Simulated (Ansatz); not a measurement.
# H2Sn: the cost of one run

Program: Ansatz 0.2.0, Gaussian basis. Level of theory: the settings change from run to run. These are calculated values, not measurements.

15 further runs of the same task are left out: 9 that didn't finish, 6 set aside as unsound or not needed.

## (1) The system

The geometry derives from a PBE0/def2-TZVP stationary point (not a proven minimum). One angle is set to the value named; bond lengths are kept. No spin-orbit coupling is included. Elements past krypton take def2 core potentials.

3 atoms, charge 1, spin multiplicity 2.

Atoms are counted from 1 here; the program's logs count them from 0.

Bond lengths: Sn1–H2 1.655 Å, Sn1–H3 1.655 Å. Angles: H2–Sn1–H3 180.0°.

## (2) CCSDT on UHF/def2-TZVP

The input, in.yaml:

```yaml
crystal:
  periodic: [false, false, false]
  atoms:
    - {symbol: Sn, position_ang: [0.000000, 0.000000, 0.000000]}
    - {symbol: H, position_ang: [0.000000, 0.000000, -1.655400]}
    - {symbol: H, position_ang: [0.000000, 0.000000, 1.655400]}
basis:
  gaussian: {orbitals: def2-TZVP}
total_charge: 1
magnetization: {spin_polarized: true, initial_magnetization: 1}
correlation: {method: ccsdt, electrons: outside_noble_gas}
```

Started as:

```bash
> ansatz run in.yaml --threads 1 --pin off --events-out ev --progress --plain --max-ram 2393MiB
```

What time and memory should one allow on 1 thread of AMD EPYC, shared host?

About 18 s, with a peak of 0.33 GiB.
